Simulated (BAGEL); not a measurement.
# BSiH4ClO (SMILES OB([SiH3])Cl): HF/3-21G (density fitting with qzvpp-jkfit)

Aim: the energy change on altering one bond length of BSiH4ClO at HF/3-21G (density fitting with qzvpp-jkfit), from 2 runs. 

The results are computed with BAGEL 1.2.2.

1 further run of the same task is left out (set aside as unsound or not needed). Runs told in other sessions of the task aren't counted.

### 1 Starting point

The species is BSiH4ClO (8 atoms), meant as a singlet with charge 0. SMILES: `OB([SiH3])Cl`. The shape is that of a PBE0-D4/def2-TZVP optimisation. This is one conformer, not always the lowest.

Bond lengths: O1–B2 1.343 Å, B2–Si3 2.023 Å, B2–Cl4 1.779 Å, O1–H5 0.965 Å, Si3–H6 1.486 Å, Si3–H7 1.488 Å, Si3–H8 1.488 Å. Angles: O1–B2–Si3 121.8°, O1–B2–Cl4 119.2°, Si3–B2–Cl4 119.0°, B2–O1–H5 113.9°, B2–Si3–H6 112.1°, B2–Si3–H7 109.2°, B2–Si3–H8 109.2°, H6–Si3–H7 109.1°, H6–Si3–H8 109.1°, H7–Si3–H8 108.1°.

### 2 A single-point energy at HF/3-21G (density fitting with qzvpp-jkfit)

calc.json reads:

```json
{ "bagel": [

{
  "title": "molecule",
  "basis": "3-21g",
  "df_basis": "qzvpp-jkfit",
  "angstrom": "true",
  "geometry": [
    { "atom": "O", "xyz": [   -0.463400,    1.550900,   -0.888000 ] },
    { "atom": "B", "xyz": [   -0.138100,    0.255300,   -0.750100 ] },
    { "atom": "Si", "xyz": [    0.266300,   -0.556200,    1.058400 ] },
    { "atom": "Cl", "xyz": [   -0.059100,   -0.776800,   -2.196400 ] },
    { "atom": "H", "xyz": [   -0.632500,    1.816900,   -1.799600 ] },
    { "atom": "H", "xyz": [    0.148700,    0.439400,    2.155900 ] },
    { "atom": "H", "xyz": [    1.647900,   -1.109100,    1.049100 ] },
    { "atom": "H", "xyz": [   -0.677900,   -1.677400,    1.315000 ] }
  ]
},
{
  "title": "hf",
  "charge": 0
},
{
  "title": "print",
  "file": "orbitals.molden",
  "orbitals": "true"
}

]}
```

On the command line:

```sh
$ BAGEL_NUM_THREADS=1 BAGEL calc.json > calc.out
```

The log of the run:

```text
* using 1 threads per process

  ===============================================================
  ===============================================================

  *** Geometry ***

  { "atom" : "O", "xyz" : [     -0.875699,      2.930776,     -1.678077 ] },
  { "atom" : "B", "xyz" : [     -0.260971,      0.482447,     -1.417484 ] },
  { "atom" : "Si", "xyz" : [      0.503234,     -1.051066,      2.000086 ] },
  { "atom" : "Cl", "xyz" : [     -0.111683,     -1.467939,     -4.150594 ] },
  { "atom" : "H", "xyz" : [     -1.195252,      3.433443,     -3.400751 ] },
  { "atom" : "H", "xyz" : [      0.281002,      0.830346,      4.074061 ] },
  { "atom" : "H", "xyz" : [      3.114080,     -2.095895,      1.982512 ] },
  { "atom" : "H", "xyz" : [     -1.281045,     -3.169827,      2.484990 ] },

  Number of auxiliary basis functions:      480

  Since a DF basis is specified, we compute 2- and 3-index integrals:
    o Being stored without compression. Storage requirement is 0.010 GB

  Number of basis functions:       52
  Number of electrons      :       48

    * METHOD: MOLECULE                             0.19

  *** RHF ***

  === Nuclear Repulsion ===
   184.5032016099

      * DIIS with orbital gradients will be used.

  === RHF iteration (3-21g) ===
      0       -845.96535522          0.02180113           0.05
      1       -846.05027156          0.01321642           0.04
      2       -846.07914629          0.00151276           0.05
      3       -846.08013649          0.00033778           0.05
      4       -846.08020327          0.00008455           0.05
      5       -846.08020884          0.00001532           0.05
      6       -846.08020904          0.00000463           0.05
      7       -846.08020906          0.00000135           0.05
      8       -846.08020906          0.00000038           0.05
      9       -846.08020906          0.00000011           0.05
     10       -846.08020906          0.00000006           0.05
     11       -846.08020906          0.00000001           0.05
     12       -846.08020906          0.00000000           0.05
    * SCF iteration converged.

    * Permanent dipole moment:
           (    0.154594,    -0.579724,     0.137314) a.u.

    * METHOD: HF                                   0.77

    * METHOD: PRINT                                0.01

  ===============================================================
```

It took 1.1 s on 1 thread of Arm Neoverse V1, shared host.

### 3 The distorted shape at the same level

job.json reads:

```json
{ "bagel" : [

{
  "title" : "molecule",
  "basis" : "3-21g",
  "df_basis" : "qzvpp-jkfit",
  "angstrom" : true,
  "geometry" : [
    { "atom" : "O", "xyz" : [      -0.665604,       1.956658,      -1.792268 ] },
    { "atom" : "B", "xyz" : [      -0.340304,       0.661058,      -1.654368 ] },
    { "atom" : "Si", "xyz" : [       0.266300,      -0.556200,       1.058400 ] },
    { "atom" : "Cl", "xyz" : [      -0.261304,      -0.371042,      -3.100668 ] },
    { "atom" : "H", "xyz" : [      -0.834704,       2.222658,      -2.703868 ] },
    { "atom" : "H", "xyz" : [       0.148700,       0.439400,       2.155900 ] },
    { "atom" : "H", "xyz" : [       1.647900,      -1.109100,       1.049100 ] },
    { "atom" : "H", "xyz" : [      -0.677900,      -1.677400,       1.315000 ] }
  ]
},

{ "title" : "hf" },

{ "title" : "print", "file" : "orbitals.molden", "orbitals" : true }

]}
```

On the command line:

```sh
$ BAGEL_NUM_THREADS=1 BAGEL job.json > job.out
```

The log of the run:

```text
* using 1 threads per process

  ===============================================================
  ===============================================================

  *** Geometry ***

  { "atom" : "O", "xyz" : [     -1.257809,      3.697548,     -3.386896 ] },
  { "atom" : "B", "xyz" : [     -0.643081,      1.249219,     -3.126302 ] },
  { "atom" : "Si", "xyz" : [      0.503234,     -1.051066,      2.000086 ] },
  { "atom" : "Cl", "xyz" : [     -0.493793,     -0.701168,     -5.859413 ] },
  { "atom" : "H", "xyz" : [     -1.577362,      4.200215,     -5.109570 ] },
  { "atom" : "H", "xyz" : [      0.281002,      0.830346,      4.074061 ] },
  { "atom" : "H", "xyz" : [      3.114080,     -2.095895,      1.982512 ] },
  { "atom" : "H", "xyz" : [     -1.281045,     -3.169827,      2.484990 ] },

  Number of auxiliary basis functions:      480

  Since a DF basis is specified, we compute 2- and 3-index integrals:
    o Being stored without compression. Storage requirement is 0.010 GB

  Number of basis functions:       52
  Number of electrons      :       48

    * METHOD: MOLECULE                             0.19

  *** RHF ***

  === Nuclear Repulsion ===
   162.0065384031

      * DIIS with orbital gradients will be used.

  === RHF iteration (3-21g) ===
      0       -845.87043385          0.02188216           0.05
      1       -845.95753386          0.01314408           0.05
      2       -845.98599566          0.00156865           0.05
      3       -845.98720219          0.00033224           0.05
      4       -845.98727466          0.00008963           0.05
      5       -845.98728154          0.00001989           0.05
      6       -845.98728183          0.00000681           0.06
      7       -845.98728187          0.00000236           0.05
      8       -845.98728187          0.00000058           0.05
      9       -845.98728187          0.00000030           0.05
     10       -845.98728187          0.00000008           0.05
     11       -845.98728187          0.00000002           0.05
     12       -845.98728187          0.00000001           0.06
    * SCF iteration converged.

    * Permanent dipole moment:
           (    0.143875,    -0.526836,     0.153691) a.u.

    * METHOD: HF                                   0.83

    * METHOD: PRINT                                0.01

  ===============================================================
```

It took 1.2 s on 1 thread of Arm Neoverse V1, shared host.

### 4 Results

Level: HF/3-21G (density fitting with qzvpp-jkfit).

| quantity | value |
| --- | --- |
| first shape: total energy | -846.08021 Eh |
| first shape: dipole moment | 1.56 D |
| first shape: HOMO energy | -11.47 eV |
| first shape: LUMO energy | 2.71 eV |
| first shape: HOMO–LUMO gap | 14.18 eV |
| distorted shape: total energy | -845.98728 Eh |
| distorted shape: dipole moment | 1.44 D |
| distorted shape: HOMO energy | -8.83 eV |
| distorted shape: LUMO energy | 1.42 eV |
| distorted shape: HOMO–LUMO gap | 10.25 eV |
| energy change with the B2–Si3 bond stretched from 2.023 to 3.035 Å | 2.529 eV |

In words: With the B2–Si3 bond stretched from 2.023 to 3.035 Å the energy rises by 2.53 eV (58 kcal/mol). The first shape isn't relaxed at this level, so the change isn't measured from a minimum.
